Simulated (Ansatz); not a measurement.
# BrGaH4OSi: how energies converge with the basis set

An exercise on one series of results from a longer session: the logs are not shown, and one member is left open.

Program: Ansatz 0.2.0, Gaussian basis. Level of theory: one geometry, several basis sets. These are calculated values, not measurements.

The runs, in order: PBE0-D4/def2-SVP; ωB97M-V/def2-SVP; PBE0-D4/def2-QZVPP; ωB97M-V/def2-QZVPP; the functionals' def2-TZVPP values are taken from earlier runs.

## Structure used throughout

An earlier PBE0-D4 in a triple-zeta def2 set relaxation fixed the geometry.

SMILES `O[SiH2][GaH][Br]`, 8 atoms, charge 0, spin multiplicity 1.

Atoms are counted from 1 here; the program's logs count them from 0.

Bond lengths: O1–Si2 1.654 Å, O1–H5 0.959 Å, Si2–Ga3 2.403 Å, Si2–H6 1.492 Å, Si2–H7 1.492 Å, Ga3–Br4 2.312 Å, Ga3–H8 1.563 Å. Angles: Si2–O1–H5 117.9°, O1–Si2–Ga3 108.0°, O1–Si2–H6 111.5°, O1–Si2–H7 111.5°, Ga3–Si2–H6 109.5°, Ga3–Si2–H7 109.5°, H6–Si2–H7 106.8°, Si2–Ga3–Br4 111.7°, Si2–Ga3–H8 134.7°, Br4–Ga3–H8 113.6°.

Set-up of the first run:

in.yaml reads:

```yaml
crystal:
  periodic: [false, false, false]
  atoms:
    - {symbol: O, position_ang: [-0.433517, 1.838992, -0.502659]}
    - {symbol: Si, position_ang: [0.537416, 0.544236, -0.161089]}
    - {symbol: Ga, position_ang: [-0.877982, -1.319928, 0.383292]}
    - {symbol: Br, position_ang: [0.355179, -3.210448, 0.885115]}
    - {symbol: H, position_ang: [-0.010678, 2.665810, -0.740581]}
    - {symbol: H, position_ang: [1.404465, 0.189239, -1.322269]}
    - {symbol: H, position_ang: [1.447947, 0.830669, 0.985629]}
    - {symbol: H, position_ang: [-2.422829, -1.538569, 0.472563]}
basis:
  gaussian: {orbitals: def2-SVP}
hamiltonian: {xc: pbe0, dispersion: d4}
output: {orbitals: {seedname: orbitals}}
```

Run with:

```console
$ ansatz run in.yaml --threads 4 --pin off --events-out ev --progress --plain --max-ram 10444MiB
```

Steps of the session up to this table: PBE0-D4 in def2-SVP; ωB97M-V in def2-SVP; PBE0-D4 in def2-QZVPP; ωB97M-V in def2-QZVPP.

One of the session's tables, all rows but one given; the rest of the session is left out.

It belongs to the step «Functionals by basis». 

```
functional       basis  HOMO (eV)  LUMO (eV)
   PBE0-D4    def2-SVP      -7.45      -1.99
   PBE0-D4  def2-TZVPP      -7.55      -2.08
   PBE0-D4  def2-QZVPP          ?          ?
   ωB97M-V    def2-SVP      -9.47      -0.23
   ωB97M-V  def2-TZVPP      -9.60      -0.35
   ωB97M-V  def2-QZVPP      -9.62      -0.43
```

Q: Estimate the row for PBE0-D4, def2-QZVPP from the others.

As computed: HOMO (eV): -7.56; LUMO (eV): -2.11. In the column «HOMO (eV)» it lies between ωB97M-V, def2-SVP (-9.47) and PBE0-D4, def2-TZVPP (-7.55).
